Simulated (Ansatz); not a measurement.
# Al3As: the cost of one run

Computed with Ansatz 0.2.0 (DFT PBE, scalar-relativistic, plane waves, PAW, unless a step's input says otherwise).

## 1. Starting point

Symmetry: P4/mmm, No. 123, tetragonal system. The conventional cell has a = 2.822 Å, b = 2.822 Å, c = 8.943 Å, α = 90.00°, β = 90.00°, γ = 90.00°. Al (site symmetry 4mm) has 1 As at 1.54 Å as nearest neighbours. Al (site symmetry 4/mmm) is surrounded by 6 Al at 2.82 to 2.93 Å. As (site symmetry 4/mmm) has 2 Al at 1.54 Å as nearest neighbours.

Structure file:

```cif
data_structure
_symmetry_space_group_name_H-M 'P 1'
_symmetry_Int_Tables_number 1
_cell_length_a 2.8220
_cell_length_b 2.8220
_cell_length_c 8.9432
_cell_angle_alpha 90.000
_cell_angle_beta 90.000
_cell_angle_gamma 90.000
_cell_volume 71.22
loop_
_atom_site_label
_atom_site_type_symbol
_atom_site_fract_x
_atom_site_fract_y
_atom_site_fract_z
_atom_site_occupancy
Al1 Al 0.00000 0.00000 0.82797 1
Al2 Al 0.00000 0.00000 0.17203 1
Al3 Al 0.00000 0.00000 0.50000 1
As1 As 0.00000 0.00000 0.00000 1
```

Recipe of the guess: random cell by space group and Wyckoff sites (P4/mmm, No. 123). Lengths come from tabulated atomic sizes and are only a guess.

## 2. A first look at the guess

Contents of input.yaml:

```yaml
crystal:
  lattice:
    - [2.82195925, 0.0, 0.0]
    - [0.0, 2.82195925, 0.0]
    - [0.0, 0.0, 8.94318884]
  atoms:
    - { symbol: Al, position: [0.0, 0.0, 0.82797191] }
    - { symbol: Al, position: [0.0, 0.0, 0.17202809] }
    - { symbol: Al, position: [0.0, 0.0, 0.5] }
    - { symbol: As, position: [0.0, 0.0, 0.0] }
basis:
  ecutwfc: 420
kpoints:
  mp_grid: { grid: [6, 6, 2] }
hamiltonian:
  xc: pbe
scf:
  occupations: { method: gaussian, width: 0.1 }
  lower_state_search: "off"
output:
  forces: true
  stress: true
  eigenvalues: true
```

The run is started by

```bash
> ansatz run input.yaml --threads 1 --pin off --max-ram 2560MiB --backend cpu --events-out ev --progress --plain --runs-dir out
```

Q: Estimate wall time and peak memory on 1 thread of Arm Neoverse V2, shared host.

About 1.4 s, with a peak of 0.3 GiB.
